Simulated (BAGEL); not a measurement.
# HF/STO-3G (density fitting with qzvpp-jkfit) run of GaF3 (SMILES [F][Ga]([F])[F])

Aim: the vertical ionisation energy of GaF3 at HF/STO-3G (density fitting with qzvpp-jkfit), from 2 runs. 

Program for the calculation: BAGEL 1.2.2.

6 further runs of the same task are left out: 4 that didn't finish, 2 set aside as unsound or not needed. Runs told in other sessions of the task aren't counted.

### Step 1. The molecule

The species is GaF3 (4 atoms), meant as a singlet with charge 0. SMILES: `[F][Ga]([F])[F]`. The shape comes from GFN2-xTB, which is rough for such elements, and wasn't checked as a minimum.

Bond lengths: Ga1–F2 1.732 Å, Ga1–F3 1.732 Å, Ga1–F4 1.732 Å. Angles: F2–Ga1–F3 119.9°, F2–Ga1–F4 120.1°, F3–Ga1–F4 120.1°.

### Step 2. A single-point energy at HF/STO-3G (density fitting with qzvpp-jkfit)

Input file input.json:

```json
{ "bagel": [

{
  "title": "molecule",
  "basis": "sto-3g",
  "df_basis": "qzvpp-jkfit",
  "angstrom": true,
  "geometry": [
    { "atom": "Ga", "xyz": [   -0.000550,   -0.000780,   -0.000110 ] },
    { "atom": "F", "xyz": [    1.731690,   -0.026300,    0.013140 ] },
    { "atom": "F", "xyz": [   -0.840770,    1.514130,   -0.017200 ] },
    { "atom": "F", "xyz": [   -0.890370,   -1.487050,    0.004170 ] }
  ]
},
{
  "title": "hf"
},
{
  "title": "print",
  "file": "orbitals.molden",
  "orbitals": true
}

]}
```

Started as:

```
$ BAGEL_NUM_THREADS=1 BAGEL input.json > input.out
```

What it wrote:

```text
* using 1 threads per process

  ===============================================================
  ===============================================================

  *** Geometry ***

  { "atom" : "Ga", "xyz" : [     -0.001039,     -0.001474,     -0.000208 ] },
  { "atom" : "F", "xyz" : [      3.272420,     -0.049700,      0.024831 ] },
  { "atom" : "F", "xyz" : [     -1.588825,      2.861291,     -0.032503 ] },
  { "atom" : "F", "xyz" : [     -1.682555,     -2.810117,      0.007880 ] },

  Number of auxiliary basis functions:      497

  Since a DF basis is specified, we compute 2- and 3-index integrals:
    o Being stored without compression. Storage requirement is 0.004 GB

  Number of basis functions:       33
  Number of electrons      :       58

    * METHOD: MOLECULE                             0.17

  *** RHF ***

  === Nuclear Repulsion ===
   298.5262068550

      * DIIS with orbital gradients will be used.

  === RHF iteration (sto-3g) ===
      0      -2194.83700489          0.01939409           0.03
      1      -2194.98759542          0.00544833           0.03
      2      -2194.99814586          0.00107544           0.03
      3      -2194.99943582          0.00033132           0.03
      4      -2194.99957359          0.00011182           0.03
      5      -2194.99958903          0.00003275           0.03
      6      -2194.99959045          0.00000729           0.03
      7      -2194.99959051          0.00000106           0.03
      8      -2194.99959051          0.00000024           0.03
      9      -2194.99959051          0.00000006           0.03
     10      -2194.99959051          0.00000003           0.03
     11      -2194.99959051          0.00000002           0.03
     12      -2194.99959051          0.00000000           0.03
    * SCF iteration converged.

    * Permanent dipole moment:
           (    0.001466,     0.002091,     0.000226) a.u.

    * METHOD: HF                                   0.46

    * METHOD: PRINT                                0.00

  ===============================================================
```

It took 0.76 s on 1 thread of Arm Neoverse V1, shared host.

### Step 3. The doublet cation

Changes to input.json since step 2:

```diff
@@ -15,3 +15,5 @@
 {
-  "title": "hf"
+  "title": "uhf",
+  "charge": 1,
+  "nopen": 1
 },
```

Started as:

```
$ BAGEL_NUM_THREADS=1 BAGEL input.json > input.out
```

What it wrote:

```text
* using 1 threads per process

  ===============================================================
  ===============================================================

  *** Geometry ***

  { "atom" : "Ga", "xyz" : [     -0.001039,     -0.001474,     -0.000208 ] },
  { "atom" : "F", "xyz" : [      3.272420,     -0.049700,      0.024831 ] },
  { "atom" : "F", "xyz" : [     -1.588825,      2.861291,     -0.032503 ] },
  { "atom" : "F", "xyz" : [     -1.682555,     -2.810117,      0.007880 ] },

  Number of auxiliary basis functions:      497

  Since a DF basis is specified, we compute 2- and 3-index integrals:
    o Being stored without compression. Storage requirement is 0.004 GB

  Number of basis functions:       33
  Number of electrons      :       58

    * METHOD: MOLECULE                             0.17

  *** Open-shell HF ***

  === Nuclear Repulsion ===
   298.5262068550

      * DIIS with orbital gradients will be used.

  === UHF iteration (sto-3g) ===
      0      -2194.25533483          0.08057677           0.06
      1      -2194.61274994          0.04219994           0.05
      2      -2194.76526582          0.02053281           0.05
      3      -2194.80137053          0.00666132           0.05
      4      -2194.81592907          0.00201164           0.05
      5      -2194.81750217          0.00055001           0.05
      6      -2194.81765883          0.00023615           0.05
      7      -2194.81771740          0.00006898           0.05
      8      -2194.81774646          0.00003481           0.05
      9      -2194.81776474          0.00001170           0.05
     10      -2194.81777066          0.00000617           0.06
     11      -2194.81777294          0.00000303           0.06
     12      -2194.81777331          0.00000141           0.06
     13      -2194.81777343          0.00000063           0.05
     14      -2194.81777350          0.00000041           0.05
     15      -2194.81777353          0.00000035           0.05
     16      -2194.81777357          0.00000028           0.05
     17      -2194.81777359          0.00000022           0.06
     18      -2194.81777359          0.00000021           0.06
     19      -2194.81777359          0.00000020           0.05
     20      -2194.81777359          0.00000019           0.05
     21      -2194.81777358          0.00000015           0.05
     22      -2194.81777358          0.00000012           0.05
     23      -2194.81777358          0.00000011           0.05
     24      -2194.81777358          0.00000010           0.06
     25      -2194.81777358          0.00000008           0.06
     26      -2194.81777359          0.00000007           0.05
     27      -2194.81777359          0.00000006           0.05
     28      -2194.81777359          0.00000005           0.05
     29      -2194.81777359          0.00000003           0.05
     30      -2194.81777359          0.00000002           0.06
     31      -2194.81777359          0.00000002           0.06
     32      -2194.81777359          0.00000002           0.06
     33      -2194.81777359          0.00000001           0.05
     34      -2194.81777359          0.00000001           0.05
     35      -2194.81777359          0.00000001           0.05
     36      -2194.81777359          0.00000001           0.06
     37      -2194.81777359          0.00000001           0.05
    * SCF iteration converged.

    * S^2 (UHF) is 0.7504

    * Permanent dipole moment:
           (    0.008140,     0.012012,     0.000274) a.u.

    * METHOD: UHF                                  2.17

    * METHOD: PRINT                                0.00

  ===============================================================
```

Run time: 2.5 s. Hardware: 1 thread of Arm Neoverse V1, shared host.

### Step 4. Outcome

At HF/STO-3G (density fitting with qzvpp-jkfit):

```
                                                    quantity           value
                                  singlet GaF3: total energy  -2194.99959 Eh
                                 singlet GaF3: dipole moment          0.01 D
                                   singlet GaF3: HOMO energy        -8.54 eV
                                   singlet GaF3: LUMO energy         5.90 eV
                                 singlet GaF3: HOMO–LUMO gap        14.44 eV
                                doublet cation: total energy  -2194.81777 Eh
                                        doublet cation: ⟨S²⟩           0.750
vertical ionisation energy (to the doublet cation), in doubt        4.947 eV
```

**Reading.** The vertical ionisation energy comes to 4.95 eV (114 kcal/mol). The negative HOMO energy of the first species, 8.54 eV, lies 3.59 eV above that difference. This ionisation energy lies far from the orbital energy or is small for a neutral ground state: the minimal basis may be the cause, the hole may sit in another orbital, or the first species is not in its lowest state. In a minimal basis such a difference can be off by several eV, whatever the method.
